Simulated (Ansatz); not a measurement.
# KFeAs2 in Ansatz: the effect of Hubbard term

Crystal: KFeAs2.

```xyz
4
Lattice="-1.9804 1.9804 6.3830 1.9804 -1.9804 6.3830 1.9804 1.9804 -6.3830" Properties=species:S:1:pos:R:3 pbc="T T T"
As    0.0000    0.0000    4.2222
As    0.0000    0.0000    8.5438
Fe    1.9804    0.0000    3.1915
K     0.0000    0.0000    0.0000
```

The cell comes from a database or a generator and needn't be the stable form of this composition.

Alike in all runs:

```yaml
Program: Ansatz 0.2.0
Task: band structure
Functional: PBE
Potentials_or_basis: Ansatz PAW
Cutoff: "420 eV (not typed: the program's choice for these potentials)"
k_mesh: 9 × 9 × 9
Occupations: fermi-dirac, width 0.05 eV
Spin: collinear spin, ferromagnetic start
Starting_moments: "[0.0, 0.0, 3.0, 0.0] μB"
Path: "[[\"G\", \"X\", \"Y\", \"S\", \"G\", \"Z\", \"S1\", \"N\", \"P\", \"Y1\", \"Z\"], [\"X\", \"P\"]]"
Points_for_each_segment_of_the_path: 14
Hubbard_projectors: ortho-atomic (the default)
Double_counting: fll (the default)
```

```csv
Hubbard term,pressure (GPa),moment (μB),largest force (eV/Å)
none,0.2,0.61,0.07
Fe d U = 1 eV,1.2,1.30,0.14
Fe d U = 2 eV,?,?,?
Fe d U = 3 eV,4.5,2.21,0.58
Fe d U = 4 eV,6.0,2.33,1.01
```

**Question.** What does the run with Hubbard term Fe d U = 2 eV give?

**Answer.** Pressure 3.6 GPa; moment 2.10 μB; largest force 0.46 eV/Å.

Worked out: A parabola through the other rows of the pressure, of slope 1.49 GPa per eV there, gives 2.8 GPa, against the run's 3.6. The fit is too stiff a form for this range. A parabola through the other rows of the moment, of slope 0.435 μB per eV there, gives 1.85 μB, against the run's 2.10. The fit is too stiff a form for this range. A parabola through the other rows of the largest force, of slope 0.232 eV/Å per eV there, gives 0.30 eV/Å, against the run's 0.46. The fit is too stiff a form for this range.

Caveats: a cell with one magnetic atom can't hold antiferromagnetic order, which such compounds often take; the magnetic or orbital state may not be the lowest (some runs); the U is typed as a test and isn't derived for this compound (some runs); forces of over 1 eV/Å show positions far from the minimum, so gaps and moduli don't describe the material at rest (some runs).
